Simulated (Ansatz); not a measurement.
# BGeH₂ (quartet): wave-function methods side by side, cc-pVTZ

An exercise on one series of results from a longer session: the logs are not shown, and one member is left open.

Program: Ansatz 0.2.0, Gaussian basis. Level of theory: cc-pVTZ, core rule «outside noble gas», up to 15 orbitals frozen. These are calculated values, not measurements.

Plan: UHF; CCSD(T) on ROHF; CCSD(T) on UHF; BCCD(T) on ROHF; CISD; CCSDT(Q) on ROHF; CCSDT(Q) on UHF; CASSCF and MRCISD+Q, 9 electrons in 10 orbitals; CASSCF and NEVPT2, 9 electrons in 10 orbitals.

15 further runs of the same task are left out: 2 for a known fault of the program, 3 that didn't finish, 10 set aside as unsound or not needed.

## The system

The geometry is a PBE0/def2-TZVP stationary point (not a proven minimum) of the parent state, kept for this charge and spin. No spin-orbit coupling is included. The filled d shell of Ge may be among the frozen orbitals whatever the setting's name suggests; the logs give the count.

4 atoms, charge 0, spin multiplicity 4.

Atoms are counted from 1 here; the program's logs count them from 0.

Bond lengths: Ge1–B2 1.885 Å, Ge1–H3 1.520 Å, Ge1–H4 1.520 Å. Angles: B2–Ge1–H3 120.2°, B2–Ge1–H4 120.2°, H3–Ge1–H4 119.5°.

The first run:

in.yaml

```yaml
crystal:
  periodic: [false, false, false]
  atoms:
    - {symbol: Ge, position_ang: [0.000000, 0.000000, -0.220401]}
    - {symbol: B, position_ang: [0.000000, 0.000000, 1.664781]}
    - {symbol: H, position_ang: [0.000000, 1.313392, -0.986177]}
    - {symbol: H, position_ang: [0.000000, -1.313392, -0.986177]}
basis:
  gaussian: {orbitals: cc-pVTZ}
magnetization: {spin_polarized: true, initial_magnetization: 3}
hamiltonian: {xc: hf}
output: {orbitals: {seedname: orbitals}}
```

Run with:

```sh
> ansatz run in.yaml --threads 1 --pin off --events-out ev --progress --plain --max-ram 8192MiB --backend cpu
```

Steps of the session up to this table: UHF; CCSD(T) on ROHF; CCSD(T) on UHF; BCCD(T) on ROHF; CISD; CCSDT(Q) on ROHF; CCSDT(Q) on UHF; CASSCF and MRCISD+Q, 9 electrons in 10 orbitals; CASSCF and NEVPT2, 9 electrons in 10 orbitals.

One table of the session follows, with a row left open; its other results are not shown here.

```
          method  from UCCSDT(Q) (meV)
            ROHF               +5154.7
             UHF               +5095.1
            RMP2               +1040.7
            UMP2               +1055.0
            CISD                     ?
           RCCSD                +232.9
           UCCSD                +228.3
        RCCSD(T)                 +46.5
        UCCSD(T)                 +43.4
         BCCD(T)                 +45.6
          RCCSDT                 +12.0
          UCCSDT                  +8.4
       RCCSDT(Q)                  +3.8
       UCCSDT(Q)                     0
  CASSCF valence               +3570.8
  NEVPT2 valence                +876.3
  MRCISD valence                +257.5
MRCISD+Q valence                 +43.9
```

Estimate the missing values for CISD.

As computed: from UCCSDT(Q) (meV): +494.0. In the column «from UCCSDT(Q) (meV)» it lies between MRCISD valence (+257.5) and NEVPT2 valence (+876.3).

Limits of these values: Restricted and unrestricted rows rest on different reference determinants; where their highest levels disagree by more than a few hundredths of an eV, they describe different states and don't form one ladder.
